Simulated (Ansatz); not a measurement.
**SrCd: what a guessed cell relaxes into**

Aim: relax a trial structure of SrCd and see where it ends.

Method: DFT PBE, scalar-relativistic, plane waves, PAW, in Ansatz 0.2.0.

2 further runs of the same task are left out: 1 that didn't finish, 1 set aside as unsound or not needed.

**1. The system as given**

Symmetry: P4mm, No. 99, tetragonal system. Conventional cell: a = 4.036 Å, b = 4.036 Å, c = 17.000 Å, α = 90.00°, β = 90.00°, γ = 90.00°. Around Sr (site symmetry 4mm) lie 4 Cd at 3.49 Å. Cd (site symmetry 4mm) has 4 Sr at 3.49 Å as nearest neighbours.

Coordinates:

```
CELL_PARAMETERS angstrom
4.03563 0.00000 0.00000
0.00000 4.03563 0.00000
0.00000 0.00000 17.00000
ATOMIC_POSITIONS crystal
Sr 0.50000 0.50000 0.55935
Cd 0.00000 0.00000 0.44065
```

The cell is invented: thin slice cut from a crystal along (100). The dimensions are guesses.

It is a sheet, periodic along a and b, with vacuum along c; volumes and pressures of the box carry no meaning, and space groups named for it are those of the box.

**2. The guess as it stands, on a coarse mesh**

Contents of input.yaml:

```yaml
crystal:
  lattice:
    - [4.03563, 0.0, 0.0]
    - [0.0, 4.03563, 0.0]
    - [0.0, 0.0, 17.0]
  atoms:
    - { symbol: Sr, position: [0.5, 0.5, 0.5593475] }
    - { symbol: Cd, position: [0.0, 0.0, 0.4406525] }
  periodic: [true, true, false]
basis:
  ecutwfc: 420
kpoints:
  mp_grid: { grid: [4, 4, 1] }
hamiltonian:
  xc: pbe
scf:
  occupations: { method: gaussian, width: 0.1 }
  lower_state_search: "off"
output:
  forces: true
  stress: true
  eigenvalues: true
```

Started as:

```bash
ansatz run input.yaml --threads 1 --pin off --max-ram 2560MiB --backend cpu --events-out ev --progress --plain --runs-dir out
```

Further runs follow: a loose first relaxation; relaxation on the finer mesh.

**Question.** What will these runs give? Wanted: relaxed cell; area; thickness between outermost nuclei; energy over the elements; gap on the mesh.

The runs gave:

```
                              quantity                                value
symmetry at the end (tolerance 0.05 Å)            layer group p4mm (No. 55)
                          relaxed cell  a = 3.930 Å, b = 3.930 Å, γ = 90.0°
                                  area                         7.72 Å²/atom
    thickness between outermost nuclei                               2.04 Å
              energy over the elements                        +0.30 eV/atom
                       gap on the mesh                         none (metal)
```

What this shows: The layer group p4mm (No. 55) is kept, and the area per atom shrinks by 5.2 % from the first guess. The formation energy is positive, so the separate elements lie lower. No finished test with a distortion of lower symmetry is shown, so the end may be a saddle point.
